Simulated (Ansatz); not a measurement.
**AlF2H6NSi2: up Jacob's ladder to CCSD(T)**

One table from this session's results is given with a row withheld; the runs are named, their logs left out.

The runs use Ansatz 0.2.0, Gaussian basis; functionals in def2-TZVPP, the program's frozen cores in correlated methods.

Levels to be run: LDA (SPW92), PBE-D4, revPBE-D4, BLYP-D4, r2SCAN-D4, B97M-V, PBE0-D4, B3LYP-D4, r2SCANh-D4, r2SCAN0-D4, HSE06-D4, BHLYP-D4, CAM-B3LYP-D4, LC-ωPBE, ωB97X-V, ωB97M-V, B2PLYP, PBE-QIDH; CCSD(T)/def2-SVP; CCSD(T)/def2-TZVPP; MP2/def2-QZVPP; extrapolation to the limit; RPA on PBE.

**The relaxed structure**

The geometry comes from an earlier relaxation with PBE0-D4 in a triple-zeta def2 set; it is a stationary point, not always the lowest conformer.

12 atoms, charge 0, spin multiplicity 1.

Atoms are counted from 1 here; the program's logs count them from 0.

Bond lengths: F1–Al2 1.637 Å, Al2–F3 1.637 Å, Al2–N4 1.765 Å, N4–Si5 1.743 Å, N4–Si6 1.743 Å, Si5–H7 1.484 Å, Si5–H8 1.488 Å, Si5–H9 1.487 Å, Si6–H10 1.484 Å, Si6–H11 1.487 Å, Si6–H12 1.488 Å. Angles: F1–Al2–F3 118.4°, F1–Al2–N4 120.9°, F3–Al2–N4 120.7°, Al2–N4–Si5 121.6°, Al2–N4–Si6 121.7°, Si5–N4–Si6 116.7°, N4–Si5–H7 109.4°, N4–Si5–H8 108.9°, N4–Si5–H9 111.4°, H7–Si5–H8 109.7°, H7–Si5–H9 109.2°, H8–Si5–H9 108.2°, N4–Si6–H10 109.3°, N4–Si6–H11 111.4°, N4–Si6–H12 109.0°, H10–Si6–H11 109.3°, H10–Si6–H12 109.7°, H11–Si6–H12 108.2°.

Set-up of the first run:

Contents of in.yaml:

```yaml
crystal:
  periodic: [false, false, false]
  atoms:
    - {symbol: F, position_ang: [2.185116, -2.206785, 0.231752]}
    - {symbol: Al, position_ang: [0.887167, -1.467883, 0.902326]}
    - {symbol: F, position_ang: [0.353949, -1.998595, 2.356344]}
    - {symbol: N, position_ang: [0.081741, -0.129873, 0.079241]}
    - {symbol: Si, position_ang: [-1.415307, 0.539727, 0.670875]}
    - {symbol: Si, position_ang: [0.743354, 0.588428, -1.364873]}
    - {symbol: H, position_ang: [-2.098564, -0.462242, 1.526530]}
    - {symbol: H, position_ang: [-2.281243, 0.882281, -0.489818]}
    - {symbol: H, position_ang: [-1.182334, 1.779003, 1.458293]}
    - {symbol: H, position_ang: [2.193985, 0.284487, -1.444000]}
    - {symbol: H, position_ang: [0.067012, 0.074620, -2.585045]}
    - {symbol: H, position_ang: [0.541925, 2.061733, -1.307826]}
basis:
  gaussian: {orbitals: def2-TZVPP}
hamiltonian: {xc: lda}
output: {orbitals: {seedname: orbitals}}
```

Command:

```sh
$ ansatz run in.yaml --threads 4 --pin off --events-out ev --progress --plain --max-ram 11315MiB
```

Steps of the session up to this table: LDA; PBE-D4 (GGA); revPBE-D4 (GGA); BLYP-D4 (GGA); r2SCAN-D4 (meta-GGA); B97M-V (meta-GGA); PBE0-D4 (hybrid); B3LYP-D4 (hybrid); r2SCANh-D4 (hybrid); r2SCAN0-D4 (hybrid); HSE06-D4 (hybrid); BHLYP-D4 (hybrid); CAM-B3LYP-D4 (range-separated); LC-ωPBE (range-separated); ωB97X-V (range-separated); ωB97M-V (range-separated); B2PLYP (double hybrid); PBE-QIDH (double hybrid).

One of the session's tables, all rows but one given; the rest of the session is left out.

It belongs to the step «Orbital energies across the functionals». 

| functional | HOMO (eV) | gap (eV) |
| --- | --- | --- |
| LDA (SPW92) | -7.00 | 4.65 |
| PBE-D4 | -6.90 | 4.84 |
| revPBE-D4 | -6.85 | 4.95 |
| BLYP-D4 | -6.77 | 4.79 |
| r2SCAN-D4 | -7.20 | 5.54 |
| B97M-V | -7.33 | 5.35 |
| PBE0-D4 | -8.20 | 7.00 |
| B3LYP-D4 | -7.98 | 6.51 |
| r2SCANh-D4 | -7.68 | 6.30 |
| r2SCAN0-D4 | -8.40 | 7.44 |
| HSE06-D4 | -7.80 | 6.23 |
| BHLYP-D4 | -9.41 | 9.00 |
| CAM-B3LYP-D4 | -9.55 | 9.27 |
| LC-ωPBE | -10.91 | 11.91 |
| ωB97X-V | ? | ? |
| ωB97M-V | -10.45 | 10.88 |

Estimate the missing values for ωB97X-V.

The run gave: HOMO (eV): -10.57; gap (eV): 11.34. In the column «HOMO (eV)» it lies between LC-ωPBE (-10.91) and ωB97M-V (-10.45).
